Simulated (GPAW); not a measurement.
# Ag in GPAW: a series of runs, part 2 of 2

GPAW 26.7.0. Earlier steps stand in the parts before.

## 5. Single point, WC (the (1 0 0) slab of Ag, cut from the database cell, not relaxed)

run.py

```python
import numpy as np
from ase.dft.bandgap import bandgap
from ase.io import read, write
from gpaw import GPAW, PW, setup_paths

setup_paths.insert(0, '.')

atoms = read('POSCAR')
atoms.pbc = (True, True, False)

calc = GPAW(mode=PW(450),
            xc='WC',
            kpts={'size': (9, 9, 1), 'gamma': True},
            occupations={'name': 'fermi-dirac', 'width': 0.05},
            nbands=83,
            convergence={'density': 1e-05, 'energy': 1e-05},
            maxiter=150,
            poissonsolver={'dipolelayer': 'xy'},
            txt='gpaw.txt')
atoms.calc = calc
energy = atoms.get_potential_energy()
forces = atoms.get_forces()
calc.write('gs.gpw')
write('result.traj', atoms)
print(f'Energy: {energy:.6f} eV')
print('Forces (eV/A):')
print(forces.round(4))
print('Fermi level:', round(calc.get_fermi_level(), 4), 'eV')
print(f'Gap: {bandgap(calc)[0]:.4f} eV, direct: {bandgap(calc, direct=True)[0]:.4f} eV')

v = calc.get_electrostatic_potential().mean(axis=(0, 1))
z = np.arange(len(v)) * atoms.cell[2, 2] / len(v)
ef = calc.get_fermi_level()
np.savetxt('planar.dat', np.c_[z, v], fmt='%.4f')
below, above = np.interp([1.5, atoms.cell[2, 2] - 1.5], z, v) - ef
print(f'Work functions: bottom {below:.4f} eV, top {above:.4f} eV')
print('Dipole moment:', *calc.get_dipole_moment().round(5), 'e A')
```

POSCAR

```
Ag
1.0
    2.8893797293      0.0000000000      0.0000000000
    0.0000000000      2.8893797293      0.0000000000
    0.0000000000      0.0000000000     25.2155000000
Ag
6
Direct
    0.5000000000      0.5000000000      0.2974361008
    0.0000000000      0.0000000000      0.3784616605
    0.5000000000      0.5000000000      0.4594872202
    0.0000000000      0.0000000000      0.5405127798
    0.5000000000      0.5000000000      0.6215383395
    0.0000000000      0.0000000000      0.7025638992
```

Potentials or basis: PAW data sets generated in the run's folder for this functional, pw.

Run with:

```sh
$ gpaw-setup -f WC Ag
$ OMP_NUM_THREADS=1 python run.py
```

gpaw.txt:

```text
__  _  _
 | _ |_)|_||  |
 |__||  | ||/\| - 26.7.0

Input parameters:
  mode=PW(ecut=450.00000000000006),
  convergence={'density': 1e-05, 'energy': 1e-05},
  kpts=MonkhorstPack(size=(9, 9, 1), gamma=True),
  maxiter=150,
  nbands=83,
  occupations=Occupations(name='fermi-dirac', width=0.05),
  poissonsolver=PoissonSolver(dipolelayer='xy'),
  xc=XC(name='WC')

Diagonalizing LCAO Hamiltonian
Converting LCAO to pw mode
   .------.
  /|      |
 * |      |
 | |      |
 | |      |
 | |      |
 | |      |
 | |      |
 | |      |
 | |      |
 | |      |
 Ag|      |
 | |      |
 | |  Ag  |
 | |      |
 | |      |
 Ag|      |
 | |      |
 | |  Ag  |
 | |      |
 | |      |
 Ag|      |
 | |      |
 | |  Ag  |
 | |      |
 | |      |
 | |      |
 | |      |
 | |      |
 | |      |
 | |      |
 | .------.
 |/      /
 *------*

Atoms  # Å, Bohr magnetons
|   | symbol |        x |        y |         z |    initial magnetic moments |
|---|--------|----------|----------|-----------|-----------------------------|
| 0 |     Ag | 1.444690 | 1.444690 |  7.500000 | ( 0.0000,  0.0000,  0.0000) |
| 1 |     Ag | 0.000000 | 0.000000 |  9.543100 | ( 0.0000,  0.0000,  0.0000) |
[... 125 lines left out ...]
- Maximum integral of absolute [dens]ity change: 1e-05 electrons / valence electron
- Maximum [total energy] change in last 3 cyles: 1e-05 eV / valence electron
- Maximum integral of absolute [eigenst]ate change: 4e-08 eV^2 / valence electron
maximum number of iterations: 150

SCF iterations
|iter     | |      energy | eigst |  dens |
|---------|-|-------------|-------|-------|
|iter:   1| |  -20.637076 | -0.15 |       |
|iter:   2| |  -20.439921 | -1.78 | -1.35 |
|iter:   3| |  -21.238765 | -1.41 | -1.37 |
|iter:   4| |  -33.173639 | -1.40 | -1.39 |
|iter:   5| |  -54.079695 | -1.26 | -1.02 |
|iter:   6| |  -19.420039 | -1.67 | -0.77 |
|iter:   7| |  -19.311374 | -3.52 | -2.02 |
|iter:   8| |  -19.291121 | -3.96 | -2.17 |
|iter:   9| |  -19.270050 | -3.67 | -2.29 |
|iter:  10| |  -19.254607 | -4.00 | -2.56 |
|iter:  11| |  -19.253304 | -5.19 | -2.82 |
|iter:  12| |  -19.250347 | -5.39 | -2.90 |
|iter:  13| |  -19.249360 | -5.79 | -3.10 |
|iter:  14| |  -19.266415 | -4.43 | -3.25 |
|iter:  15| |  -19.248631 | -4.52 | -2.67 |
|iter:  16| |  -19.247726 | -5.84 | -3.33 |
|iter:  17| |  -19.247728c| -7.22 | -4.14 |
|iter:  18| |  -19.247727c| -8.11c| -4.56 |
|iter:  19| |  -19.247723c| -7.65c| -4.94 |
|iter:  20| |  -19.247726c| -8.14c| -5.20c|

Converged in 20 steps
Energy contributions relative to reference atoms: (reference = -867472.375237)

Energy contributions:
  Kinetic:         -20.877163
  Coulomb:          11.615688
  Zero:              1.037656
  External:          0.000000
  Xc:              -11.016826
  Entropy:          -0.014164
  Spinorbit:         0.000000
  ----------------------------
  Free energy:     -19.254808
  Extrapolated:    -19.247726

dipole moment: (-27.130719, -27.130719, 0.000016)  # |e|*Ang

Fermi level: 1.638
Eigenvalues  # (at kpt = [0.000, 0.000, 0.000])
| band index |      eig [eV] | occ [0-2] |
|------------|---------------|-----------|
|          0 |       -53.821 |     2.000 |
|        ... |               |           |
|         45 |        -1.337 |     2.000 |
|         46 |        -1.284 |     2.000 |
|         47 |        -1.284 |     2.000 |
|         48 |        -1.184 |     2.000 |
|         49 |        -1.167 |     2.000 |
|         50 |        -1.065 |     2.000 |
[... 8 lines left out ...]
|         59 |        10.344 |     0.000 |
|         60 |        10.453 |     0.000 |
|        ... |               |           |
|         82 |        19.136 |     0.000 |

No gap
No difference between direct/indirect transitions
vacuum-level: 6.062  # V
Workfunctions: 4.424, 4.424 eV (top, bottom)

Forces  # eV/Ang
|        x |       y |        z |
|----------|---------|----------|
|  0.00000 | 0.00000 |  0.25741 |  # Ag   0
| -0.00000 | 0.00000 | -0.16483 |  # Ag   1
|  0.00000 | 0.00000 | -0.03460 |  # Ag   2
|  0.00000 | 0.00000 |  0.03481 |  # Ag   3
|  0.00000 | 0.00000 |  0.16634 |  # Ag   4
|  0.00000 | 0.00000 | -0.25524 |  # Ag   5

# Writing to gs.gpw (mode='')
```

Wall time 3.8 min (1 thread of Arm Neoverse V1, shared host); peak memory 0.29 GiB.

Results:

```yaml
Free_energy: -19.2548 eV
Largest_force: 0.257 eV/Å
Band_gap_on_the_k_mesh: none (metal or under the smearing width)
Dipole_across_the_slab: 0.00 e·Å
Work_function_of_the_upper_face: 4.42 eV
Work_function_of_the_lower_face: 4.42 eV
```

Forces on the atoms (eV/Å):
```
Ag   0.000  0.000  0.257
Ag   0.000  0.000 -0.165
Ag   0.000  0.000 -0.035
Ag   0.000  0.000  0.035
Ag   0.000  0.000  0.166
Ag   0.000  0.000 -0.255
```

## 6. The runs side by side

| level | potentials or basis | gap on the mesh (eV) | largest force (eV/Å) | work function (eV) |
| --- | --- | --- | --- | --- |
| vdW-DF-cx | GPAW PAW data sets (gpaw-data 1.2.1), pw | none | 0.14 | 4.44 |
| BEEF-vdW | GPAW PAW data sets (gpaw-data 1.2.1), pw | none | 0.48 | 4.43 |
| revPBE | the program's PAW data sets (release 1.2.1) made for this functional, pw | none | 0.25 | 4.13 |
| WC | PAW data sets generated in the run's folder for this functional, pw | none | 0.26 | 4.42 |

Alike in all rows: task single point; no spin polarisation; cell the (1 0 0) slab of Ag, cut from the database cell, not relaxed; k mesh 9 × 9 × 1; cutoff (eV) 450; smearing fermi-dirac 0.05 eV.

Caveats: the PAW data sets were made with another functional, which shifts forces and pressure a little (some runs).

Total energies depend on the potentials used, so only differences within one code and one set of settings carry meaning.
